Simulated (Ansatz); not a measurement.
From input file to script: CaTiS2 (distorted cell) in Ansatz 0.2.0.

```yaml
crystal:
  lattice:
    - [3.49632, -0.01445, 0.02698]
    - [-1.76067, 3.20928, -0.04185]
    - [0.04842, -0.05877, 6.63364]
  atoms:
    - { symbol: Ca, position: [0.98778, 0.99538, 0.50094] }
    - { symbol: Ti, position: [0.00298, 0.01275, 0.00264] }
    - { symbol: S, position: [0.34007, 0.67607, 0.77808] }
    - { symbol: S, position: [0.66866, 0.33778, 0.21723] }
accuracy: medium
kpoints:
  mp_grid: { grid: [6, 6, 3] }
hamiltonian:
  xc: r2scan
  hubbard: [{ species: Ti, l: d, u_eff: 5.0 }]
scf:
  algorithm: density_mixing
  convergence: { dr2_threshold: 1.0e-06 }
  mixing: { algorithm: msr1, preconditioner: kerker }
  occupations: { method: fermi_dirac, width: 0.15 }
output:
  write_density: true
  volumetric_format: npy
  elf: true
  dos: { de: 0.1, method: tetrahedron, nscf_kmesh: { kspacing: 0.3 } }
  eigenvalues: true
```

Launched from the shell:
```console
$ ansatz run input.yaml --threads 1 --pin off --max-ram 3072MiB --backend cpu --events-out ev --progress --plain --runs-dir out
Ca: projections on atomic orbitals take those of the free atom [Ne] 3s2 3p6 4s2, of charge +0.00 (hamiltonian.pseudopotentials.projection_atoms); the dataset's partial waves leave at most 2.9e-7 of an orbital's norm unspanned inside its sphere
Ti: projections on atomic orbitals take those of the free atom [Ne] 3s2 3p6 3d2 4s2, of charge +0.00 (hamiltonian.pseudopotentials.projection_atoms); the dataset's partial waves leave at most 4.1e-7 of an orbital's norm unspanned inside its sphere
S: projections on atomic orbitals take those of the free atom [Ne] 3s2 3p4, of charge +0.00 (hamiltonian.pseudopotentials.projection_atoms); the dataset's partial waves leave at most 1.6e-7 of an orbital's norm unspanned inside its sphere
band count auto-derived: 22 (N_el = 34.0; filled up to band 17; 21 by the electrons, moments and atoms)
Engine: ansatz 0.2.0, aarch64-unknown-linux-gnu
Pseudopotentials: kind: paw
Pseudopotential: Ca, paw, valence charge 10, recommended cutoff 500 eV (meta_gga), Ca.paw.azcp
Pseudopotential: Ti, paw, valence charge 12, recommended cutoff 500 eV (meta_gga), Ti.paw.azcp
Pseudopotential: S, paw, valence charge 6, recommended cutoff 500 eV (meta_gga), S.paw.azcp
Functional definition: r2SCAN
  parameter k0 = 0.174
  parameter k1 = 0.065
  parameter a1 = 4.9479
  exchange = r2scan_x(k0 = k0, k1 = k1, a1 = a1)
  correlation = r2scan_c
Crystal: 4 atoms, lattice volume = 74.255 Å³
Basis set: ecut = 500 eV, 1897 PW (Γ), exchange–correlation on 108×108×200 points (64 copies of the dense FFT grid, shifted against one another)
Bands: 22, of which v1, the nominal top of the filled ones, is band 17 counted from 1 (16 counted from 0)
Symmetry: 1 space group operations
Space group: P1 (ITA 1), of the structure as read, at distance tolerance 4.2e-5 Å
k-points: 56 of 108 (time reversal used)
Non-local potential: Ca, projectors of the file, l = 0: 3, l = 1: 2, l = 2: 2
Non-local potential: Ti, projectors of the file, l = 0: 3, l = 1: 2, l = 2: 3, l = 3: 1
Non-local potential: S, projectors of the file, l = 0: 2, l = 1: 2, l = 2: 2
PAW form: soft (Blöchl's): semilocal exchange-correlation on the pseudo side does not see the compensation charge
PAW frozen core: Ca, regenerated for the run's functional (the file was generated under x = pbe(κ = 0.804, μ = 0.2195149727645171), c = pbe(β = 0.06672455060314922))
PAW frozen core: Ti, regenerated for the run's functional (the file was generated under x = pbe(κ = 0.804, μ = 0.2195149727645171), c = pbe(β = 0.06672455060314922))
PAW frozen core: S, regenerated for the run's functional (the file was generated under x = pbe(κ = 0.804, μ = 0.2195149727645171), c = pbe(β = 0.06672455060314922))
PAW one-centre angular grid: Ca, 302 points (default); XC on 160 Gauss nodes
PAW one-centre angular grid: Ti, 590 points (default); XC on 160 Gauss nodes
PAW one-centre angular grid: S, 302 points (default); XC on 160 Gauss nodes
Initial density: superposition of atomic densities (chi_scale 0.1, normalization cell, long waves of neutral atoms under a Hubbard term (reshape's long-wave potential 0.12 eV rms, cloud 2.81 Å wide))
Initial wavefunctions: pseudopotential atomic-orbital guess
Functional: x = r2scan, c = r2scan; τ floored in thin density (d = 2e-4 eV/Å³)
SCF iter   1: F=—  HF=-6141.908778 eV  |F-HF|=—  |Δ(HF+E_count)|=         —  Δρ=9.89e-2  dr2=2.81e1  dr2_τ=4.40e-1  ethr=3.10e-3  ⟨swp⟩=8.2  Hψ=7808  notcnv=0
SCF iter   2: F=—  HF=-6139.499974 eV  |F-HF|=—  |Δ(HF+E_count)|=    2.41e0  Δρ=5.49e-2  dr2=2.30e0  dr2_τ=5.26e-1  ethr=3.10e-3  ⟨swp⟩=4.1  Hψ=3306  notcnv=0
SCF iter   3: F=—  HF=-6139.846838 eV  |F-HF|=—  |Δ(HF+E_count)|=   3.47e-1  Δρ=2.95e-2  dr2=5.65e-1  dr2_τ=2.36e-2  ethr=3.10e-3  ⟨swp⟩=3.3  Hψ=2591  notcnv=0
SCF iter   4: F=—  HF=-6140.637662 eV  |F-HF|=—  |Δ(HF+E_count)|=   7.91e-1  Δρ=3.10e-2  dr2=5.22e-1  dr2_τ=1.60e-2  ethr=1.66e-3  ⟨swp⟩=3.1  Hψ=2438  notcnv=0
SCF iter   5: F=—  HF=-6141.052658 eV  |F-HF|=—  |Δ(HF+E_count)|=   4.15e-1  Δρ=1.05e-2  dr2=8.43e-2  dr2_τ=5.60e-3  ethr=1.54e-3  ⟨swp⟩=3.5  Hψ=2996  notcnv=0
SCF iter   6: F=—  HF=-6141.059438 eV  |F-HF|=—  |Δ(HF+E_count)|=   6.78e-3  Δρ=5.66e-3  dr2=1.37e-2  dr2_τ=1.11e-3  ethr=2.48e-4  ⟨swp⟩=3.1  Hψ=2735  notcnv=0
SCF iter   7: F=—  HF=-6141.082186 eV  |F-HF|=—  |Δ(HF+E_count)|=   2.27e-2  Δρ=1.47e-3  dr2=2.33e-3  dr2_τ=1.04e-4  ethr=4.04e-5  ⟨swp⟩=2.1  Hψ=2807  notcnv=0
SCF iter   8: F=—  HF=-6141.082167 eV  |F-HF|=—  |Δ(HF+E_count)|=   1.93e-5  Δρ=1.05e-3  dr2=5.28e-4  dr2_τ=2.47e-5  ethr=6.85e-6  ⟨swp⟩=2.0  Hψ=1668  notcnv=0
SCF iter   9: F=—  HF=-6141.082782 eV  |F-HF|=—  |Δ(HF+E_count)|=   6.15e-4  Δρ=3.30e-4  dr2=5.52e-5  dr2_τ=2.07e-6  ethr=1.55e-6  ⟨swp⟩=2.0  Hψ=2147  notcnv=0
SCF iter  10: F=—  HF=-6141.083007 eV  |F-HF|=—  |Δ(HF+E_count)|=   2.25e-4  Δρ=2.60e-4  dr2=2.72e-5  dr2_τ=1.44e-6  ethr=1.62e-7  ⟨swp⟩=2.0  Hψ=2204  notcnv=0
SCF iter  11: F=—  HF=-6141.083250 eV  |F-HF|=—  |Δ(HF+E_count)|=   2.44e-4  Δρ=3.07e-4  dr2=6.56e-5  dr2_τ=2.67e-6  ethr=8.00e-8  ⟨swp⟩=3.0  Hψ=2557  notcnv=0
SCF iter  12: F=—  HF=-6141.083330 eV  |F-HF|=—  |Δ(HF+E_count)|=   7.94e-5  Δρ=1.14e-4  dr2=6.33e-6  dr2_τ=1.05e-6  ethr=8.00e-8  ⟨swp⟩=2.6  Hψ=2280  notcnv=0
SCF iter  13: F=—  HF=-6141.083337 eV  |F-HF|=—  |Δ(HF+E_count)|=   7.50e-6  Δρ=5.06e-5  dr2=8.89e-7  dr2_τ=6.40e-8  ethr=2.94e-9  ⟨swp⟩=4.8  Hψ=5831  notcnv=0
SCF iter  14: F=-6141.083344 eV  HF=-6141.083344 eV  |F-HF|=4.73e-7  |Δ(HF+E_count)|=   6.09e-6  Δρ=3.21e-5  dr2=3.30e-7  dr2_τ=2.05e-8  ethr=2.62e-9  ⟨swp⟩=4.4  Hψ=3999  notcnv=0
SCF 1 converged in 14 iterations: F = -6141.083344 eV  dr2 = 3.30e-7
  greatest PAW one-centre occupation: 1.003 electrons in one spin orbital (limit 2), on the Ti atom at site 1 (counted from 0), in its partial waves of l = 1
NSCF: frozen V_eff on 99 k-points
SCF converged after 14 iterations
Free energy (F): -6141.083344 eV
Harris-Foulkes:  -6141.083344 eV  (|F-HF|=4.73e-7)
Internal energy: -6141.081600 eV  (E = F + TS)
E sigma→0 (E₀):  -6141.082472 eV
Entropy (-TS):   -0.001744 eV (-0.436 meV/atom)
Fermi energy:    10.882176 eV
--- Per-component energies (eV) ---
  E_band       = -302.682641
  E_kinetic    = 773.697643
  E_local      = -1888.285394  (includes V_loc(G=0)·N_el)
  E_nonlocal   = 129.514035
  E_hartree    = 714.707182
  E_xc         = -418.195608
  E_vxc        = -521.747458  (∫ρ·V_xc dr)
  E_hubbard    = 2.381977  (on-site DFT+U / exact-exchange correction)
  E_vhub       = -2.035638  (the Hubbard potential's part of the band-sum identity)
  E_paw        = -3140.710555  (= ΣΔE_a)
  E_vpaw       = -252.523339  (= ΣTr[D̂ρ^β])
  E_aug_tail   = 0.000090  (compensation charges beyond the density's cutoff)
  E_vtau       = 29.276957  (kinetic-family band-sum trace: ∫τ·v_τ [+ j·A + Jᵃ·Aᵃ] dr)
  E_ewald      = -2313.497313
  E_core_change = -0.693656  (= ΣΔE_core)
  E_smearing   = -0.001744  (= −TS)
  E_closure    = -0.000000  (closes the sum)
  Σ components = -6141.083344   (vs F -6141.083344, Δ=0.00e0)
--- Band table (eV; the first three rows and the last of 56) ---
  k-point 0: bands = ["-49.1041", "-32.2481", "-24.7750", "-24.7103", "-23.4805", "-12.4323", "-12.3566", "-12.3427", "-4.5515", "-3.2699", "3.6594", "7.0359", "7.2960", "7.8080", "8.5681", "8.7057", "8.8739", "12.4308", "12.7523", "12.9308", "13.4085", "13.4256"]
  k-point 1: bands = ["-49.1038", "-32.2463", "-24.7750", "-24.7103", "-23.4799", "-12.4408", "-12.3565", "-12.3427", "-4.3436", "-3.5513", "4.2792", "6.4928", "7.2188", "7.4607", "8.2145", "8.5263", "9.5387", "12.7980", "12.9060", "13.2022", "13.3571", "13.7937"]
  k-point 2: bands = ["-49.1017", "-32.2416", "-24.7869", "-24.7189", "-23.4765", "-12.4314", "-12.4098", "-12.3559", "-4.2974", "-3.2149", "4.0333", "6.4007", "7.1222", "7.2952", "7.5277", "8.5114", "9.0512", "12.6978", "12.9464", "13.0914", "13.5912", "13.9385"]
  k-point 55: bands = ["-49.0925", "-32.2124", "-24.8515", "-24.7373", "-23.4605", "-12.6790", "-12.4189", "-12.3376", "-3.2380", "-2.9792", "4.3819", "4.9090", "6.2789", "6.4191", "7.0384", "7.3080", "9.3424", "11.7936", "13.0442", "13.5346", "14.2743", "14.7452"]
Occupation matrices written to <dir>
```

The script, `catis2.py`:
```python
'''SCF run for CaTiS2, distorted.'''

from pathlib import Path
import logging
import sys

import ansatz as az
import numpy as np

logging.basicConfig(stream=sys.stdout, format='%(levelname)s:%(name)s:%(message)s')
log = logging.getLogger('calc')
log.setLevel(logging.INFO)


def main() -> None:
    lattice = az.Lattice.of(
        (3.49632, -0.01445, 0.02698),
        (-1.76067, 3.20928, -0.04185),
        (0.04842, -0.05877, 6.63364),
    )
    sites = [
        ('Ca', (0.98778, 0.99538, 0.50094)),
        ('Ti', (0.00298, 0.01275, 0.00264)),
        ('S', (0.34007, 0.67607, 0.77808)),
        ('S', (0.66866, 0.33778, 0.21723)),
    ]
    cell = az.Crystal(lattice=lattice)
    for symbol, position in sites:
        cell = cell.atom(symbol, position)

    # functional, basis and sampling
    setup = (
        cell.calculation()
        .functional(az.Functional.R2SCAN)
        .accuracy('medium')
        .kpoints(length=18)
        .occupations('fermi_dirac', width=0.15)  # fractional filling near the Fermi level
        .hubbard('Ti', 'd', u_eff=5.0)
        .mixing('msr1', preconditioner='kerker')
        .scf(tolerance=1e-06, algorithm='density_mixing')
        .compute(density=True, electron_localization_function=True, output_files={'volumetric_format': 'npy'}, density_of_states={'energy_step': 0.1, 'method': 'tetrahedron', 'nscf_kmesh_spacing': 0.3}, band_table=True)
    )
    planned = setup.session().plan(threads=1)
    facts = planned.describe()
    print('plan:', facts['n_bands'], 'bands,', len(facts['kpoints_frac']), 'k-points, plane waves', facts['n_pw_range'], 'grid', facts['fft_dense'])
    out = planned.execute()
    summary = out.report

    log.info(f'free energy      {summary["free_energy_ev"]:.5f} eV')
    log.info(f'per atom         {summary["free_energy_ev"] / len(out.lattice.sites):.5f} eV')
    log.info(f'SCF iterations   {summary["n_iterations"]}  (converged: {summary["converged"]})')

    # ELF is 0.5 in a uniform gas and nears 1 where pairs localise
    folder = Path(out.write_results('elf'))
    elf = np.load(folder / 'elf.npy')
    peak = np.unravel_index(elf.argmax(), elf.shape)
    print(f'largest ELF {elf.max():.3f} at grid fractions', np.round(np.array(peak) / elf.shape, 3))
    for level in (0.2, 0.5, 0.7, 0.8, 0.9):
        log.info(f'share of the cell with ELF over {level}: {np.mean(elf > level):.3f}')

    dos = out.density_of_states()
    energy = np.asarray(dos.energies_ev) - dos.fermi_ev
    top = min(levels[-1] for levels in summary['eigenvalues_ev']) - dos.fermi_ev  # the computed bands end here
    for spin, channel in enumerate(dos.channels):
        g = np.asarray(channel.g_bin_mean_per_ev)
        peak = np.where(np.abs(energy) < 8, g, 0).argmax()
        log.info(f'channel {spin}: g(E_F) = {np.interp(0.0, energy, g):.3f} states/eV, highest peak within 8 eV {g[peak]:.2f} at {energy[peak]:.2f} eV')
    grid = np.arange(-6, min(6, top), 0.5)
    columns = [grid] + [np.interp(grid, energy, ch.g_bin_mean_per_ev) for ch in dos.channels]
    np.savetxt('dos_catis2.dat', np.column_stack(columns), fmt='%.3f', header='E-EF (eV), states/eV by channel')

    for term in (az.EnergyTerm.SMEARING, az.EnergyTerm.DISPERSION):
        log.info(f'F without {term.name.lower()}: {az.free_energy_without(summary, term):.5f} eV')

    log.info('Hubbard energy {:.4f} eV'.format(summary['components']['e_hubbard']))
    print(sorted(summary['hubbard']))


if __name__ == '__main__':
    main()
```

Output of `python catis2.py`:
```text
DeckWarning: basis.ecutwfc = 500 eV, auto-derived from the records' recommended cutoffs: set by Ca (their level for a meta-GGA)
plan: 22 bands, 56 k-points, plane waves [1873, 1901] grid [27, 27, 50]
INFO:calc:free energy      -6141.08334 eV
INFO:calc:per atom         -1535.27084 eV
INFO:calc:SCF iterations   14  (converged: True)
largest ELF 0.883 at grid fractions [0.185 0.778 0.82 ]
INFO:calc:share of the cell with ELF over 0.2: 0.569
INFO:calc:share of the cell with ELF over 0.5: 0.365
INFO:calc:share of the cell with ELF over 0.7: 0.241
INFO:calc:share of the cell with ELF over 0.8: 0.146
INFO:calc:share of the cell with ELF over 0.9: 0.000
INFO:calc:channel 0: g(E_F) = 0.000 states/eV, highest peak within 8 eV 7.32 at 2.41 eV
INFO:calc:F without smearing: -6141.08160 eV
INFO:calc:F without dispersion: -6141.08334 eV
INFO:calc:Hubbard energy 2.3820 eV
['double_counting', 'dudarev_slope', 'lowdin_gram_lambda_min', 'n_bare', 'n_eig', 'n_mat', 'n_scf']
```
(Warnings from the package without file and line.)

What to keep in mind:
- The settings weren't tested for convergence.
- The run is spin-unpolarised.
- Along an axis with an odd division the mesh misses the point at one half; a gap read on a finite mesh is an upper bound on this functional's gap.
- Semilocal gaps usually lie well under measured ones.
- U, its shell and the double counting are chosen to explore, and aren't derived for this compound.
- An opening on this mesh may only mean that it misses a point where bands touch.
- The crystal has a gap of about 1.80 eV on the mesh; bins of finite width blur the band edges.
- Densities and potentials on the grid are those of the valence electrons, and inside the cores they hang on the potentials used.
- The cell is a database structure, distorted on purpose.
- The computed bands are complete only to about 2.5 eV above the Fermi level; beyond that the density of states is undercounted.
- Hardware and time: 49 s on 1 thread of Arm Neoverse V2, with other jobs on the host, peak memory 0.68 GiB.

(Lines on the test bed's own set-up are left out of the output.)
